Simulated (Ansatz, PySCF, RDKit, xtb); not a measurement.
**Isomers of AlSiNH5F3, a sample narrowed down**

A sample of isomers of AlSiNH5F3 is drawn. Aim: find which of them has the lowest free energy at 298.15 K, then its properties. The sample is small against all isomers, and the most stable one of this formula need not be in it.

Plan: many cheap relaxations first (GFN2-xTB), then density-functional screening, relaxation at PBE0-D4/def2-SVP, vibrations (at GFN2-xTB) and a final energy. The numbers are computed, not measured.

### 1 Possible bonding patterns

Isomers were drawn by moving bonds and hydrogen atoms under normal valences; this is a sample, not all of them. O–O, O–halogen and N–halogen bonds and N–N–N chains are not drawn. That gives 8 candidates.

```csv
label,SMILES,spin
c014,[NH3+][Si@H](F)[AlH-]([F])[F],singlet
c217,[NH3+][AlH2-][Si](F)(F)F,singlet
c254,[F][Al-]([F])([F])[NH2+][SiH3],singlet
c397,[NH3+][Al-]([F])([F])[SiH2]F,singlet
c463,[F][AlH2-][NH2+][SiH](F)F,singlet
c482,[NH3+][Al@H-]([F])[SiH](F)F,singlet
c778,[NH3+][Si](F)(F)[AlH2-][F],singlet
c954,[NH3+][SiH2][Al-]([F])([F])[F],singlet
```

Candidates are built by distance geometry, with a force field where one applies, in up to four conformers (letters a to d).

Q: Predict the outcome of this search (final energies at CCSD(T)/def2-SVP + MP2/def2-TZVPP - MP2/def2-SVP).

| quantity | value |
| --- | --- |
| lowest structure found | [F][Al-]([F])([F])[NH2+][SiH3], singlet |
| next finalist | [NH3+][Al-]([F])([F])[SiH2]F, singlet, 24.3 kcal/mol higher in G |
| share at equilibrium, among the finalists | 100.0 % |
| dipole moment (PBE0/def2-SVPD) | 6.23 D |
| HOMO energy (PBE0/def2-SVPD) | -10.31 eV |
| LUMO energy (PBE0/def2-SVPD) | -1.06 eV |
| HOMO–LUMO gap (PBE0/def2-SVPD) | 9.25 eV |
| lowest excitation (TD-PBE0/def2-SVPD) | 7.88 eV (f = 0.011) |
| strongest of the states computed, same level | 8.70 eV (f = 0.106) |
| lowest triplet excitation, same level, Tamm-Dancoff | 7.45 eV |
| vertical ionisation energy | 12.31 eV |
| vertical electron affinity | -0.29 eV (unbound: the value depends on the basis) |
| vertical triplet less singlet | +7.55 eV |

`[F][Al-]([F])([F])[NH2+][SiH3]` comes out lowest. The margin of 24.3 kcal/mol over the next finalist is beyond the usual error of the last level; it says nothing of structures that weren't ranked. GFN2-xTB, HF/STO-3G, r2SCAN-D4/def2-SVP, PBE0-D4/def2-SVP, HF/def2-SVP and MP2/def2-SVP already put its bonding pattern lowest among the structures in one piece. Lowest found is not proven lowest: the search is finite, and each finalist counts with one conformer. Only 8 drawn patterns were tried, so whole families of isomers are missing, and the result ranks this sample alone.
